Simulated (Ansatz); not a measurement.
**HF/6-31G(d) (spherical functions) run of AlSi2H5O (SMILES [SiH3][Al]1[O][SiH2]1)**

Aim: the vertical singlet–triplet gap of AlSi2H5O at HF/6-31G* (spherical functions), from 2 runs. 

The calculation is run with Ansatz 0.2.0.

83 further runs of the same task are left out: 1 that didn't finish, 82 set aside as unsound or not needed.

## 1. The structure to begin with

The species is AlSi2H5O (9 atoms), meant as a singlet with charge 0. As SMILES, `[SiH3][Al]1[O][SiH2]1`. Geometry: relaxed at PBE0-D4/def2-TZVP.

Bond lengths: Si1–Al2 2.450 Å, Al2–O3 1.745 Å, Al2–Si4 2.280 Å, O3–Si4 1.688 Å, Si1–H5 1.488 Å, Si1–H6 1.489 Å, Si1–H7 1.487 Å, Si4–H8 1.490 Å, Si4–H9 1.490 Å. Some angles: Si1–Al2–O3 129.7°, Si1–Al2–Si4 177.0°, O3–Al2–Si4 47.3°, Al2–O3–Si4 83.2°, Al2–Si4–O3 49.5°, Al2–Si1–H5 109.6°, Al2–Si1–H6 109.4°, Al2–Si1–H7 111.5°, Al2–Si4–H8 126.2°, Al2–Si4–H9 126.3°.

## 2. A single-point energy at HF/6-31G(d) (spherical functions)

Input file molecule.yaml:

```yaml
crystal:
  periodic: [false, false, false]
  atoms:
    - {symbol: Si, position_ang: [-0.652900, 1.717100, -1.334700]}
    - {symbol: Al, position_ang: [-0.124900, -0.148900, 0.162800]}
    - {symbol: O, position_ang: [1.392700, -0.965300, 0.434300]}
    - {symbol: Si, position_ang: [0.478600, -1.877700, 1.520900]}
    - {symbol: H, position_ang: [-1.763800, 1.326700, -2.244900]}
    - {symbol: H, position_ang: [-1.100100, 2.886400, -0.529300]}
    - {symbol: H, position_ang: [0.526500, 2.112800, -2.150200]}
    - {symbol: H, position_ang: [0.403300, -3.327600, 1.187000]}
    - {symbol: H, position_ang: [0.929000, -1.770000, 2.936900]}
basis:
  gaussian:
    orbitals: 6-31G_st_-spherical.json
hamiltonian:
  xc: hf
accuracy: high
output: {orbitals: {seedname: orbitals}}
```

The basis set 6-31G* is read from a file made from the Basis Set Exchange's data (not shown).

Command:

```sh
$ ansatz run molecule.yaml --threads 1 --pin off --max-ram 3480MiB --events-out events.jsonl --progress --plain --runs-dir runs
```

Log:

```text
Warning: RAYON_NUM_THREADS=1 ignored (pool sized by the plan → 1); use --threads N
Functional definition: HF
  name "HF"
  exchange = exact_x
  correlation = 0
1704 factors; integrals over basis functions are off by at most 7.2e-9 eV
mean field evaluation 1: about -24417.8220 eV, gradient 4.4e1 eV
mean field evaluation 2: about -24417.9778 eV, gradient 4.4e1 eV
mean field evaluation 4: about -24422.6298 eV, gradient 3.3e0 eV
mean field evaluation 8: about -24422.7163 eV, gradient 1.5e-1 eV
mean field evaluation 16: about -24422.7165 eV, gradient 1.9e-8 eV
mean field -24422.71653979 eV, -897.5182785253 hartree, gradient 1.9e-8 eV, S^2 0.000000; 0 other end points of the search recorded, 0 dependent functions left out
reference -24422.71653979 eV, -897.5182785253 hartree; 27, 27 occupied and 51, 51 virtual orbitals, 1704 factors
Total energy: -24422.71653979 eV, -897.5182785253 hartree
```

It took 2.3 s on 1 thread of Arm Neoverse V1, shared host; peak memory 0.2 GiB.

## 3. The triplet, same level

Input file input.yaml:

```yaml
crystal:
  periodic: [false, false, false]
  atoms:
    - {symbol: Si, position_ang: [-0.652900, 1.717100, -1.334700]}
    - {symbol: Al, position_ang: [-0.124900, -0.148900, 0.162800]}
    - {symbol: O, position_ang: [1.392700, -0.965300, 0.434300]}
    - {symbol: Si, position_ang: [0.478600, -1.877700, 1.520900]}
    - {symbol: H, position_ang: [-1.763800, 1.326700, -2.244900]}
    - {symbol: H, position_ang: [-1.100100, 2.886400, -0.529300]}
    - {symbol: H, position_ang: [0.526500, 2.112800, -2.150200]}
    - {symbol: H, position_ang: [0.403300, -3.327600, 1.187000]}
    - {symbol: H, position_ang: [0.929000, -1.770000, 2.936900]}
basis:
  gaussian: {orbitals: 6-31G_st_-spherical.json}
total_charge: 0
magnetization: {spin_polarized: true, initial_magnetization: 2}
hamiltonian: {xc: hf}
accuracy: high
output: {orbitals: {seedname: orbitals}}
```

The basis set 6-31G* is read from a file made from the Basis Set Exchange's data (not shown).

Command:

```sh
$ ansatz run input.yaml --threads 1 --pin off --max-ram 3480MiB --events-out events.jsonl --progress --plain --runs-dir runs
```

Log, cut to the lines that bear on the results:

```text
Warning: RAYON_NUM_THREADS=1 ignored (pool sized by the plan → 1); use --threads N
[... 2 set-up lines as earlier in the session ...]
[...]
1704 factors; integrals over basis functions are off by at most 7.2e-9 eV
[...]
mean field -24420.23118798 eV, -897.4269435309 hartree, gradient 2.5e-8 eV, S^2 2.017776; 3 other end points of the search recorded, 0 dependent functions left out
reference -24420.23118798 eV, -897.4269435309 hartree; 28, 26 occupied and 50, 52 virtual orbitals, 1704 factors
Total energy: -24420.23118798 eV, -897.4269435309 hartree
```

Run time: 18 s. Hardware: 1 thread of Arm Neoverse V1, shared host; peak memory 0.38 GiB.

## 4. Summary of results

Level: HF/6-31G* (spherical functions).

```
                                        quantity          value
                           singlet: total energy  -897.51828 Eh
                            singlet: HOMO energy       -8.31 eV
                            singlet: LUMO energy        1.09 eV
                          singlet: HOMO–LUMO gap        9.40 eV
                           triplet: total energy  -897.42694 Eh
     triplet: HOMO energy (highest over α and β)       -5.51 eV
      triplet: LUMO energy (lowest over α and β)       -0.49 eV
                                   triplet: ⟨S²⟩          2.018
vertical energy of the triplet above the singlet       2.485 eV
```

What this shows: At this shape the triplet lies 2.49 eV (57 kcal/mol) above the singlet.
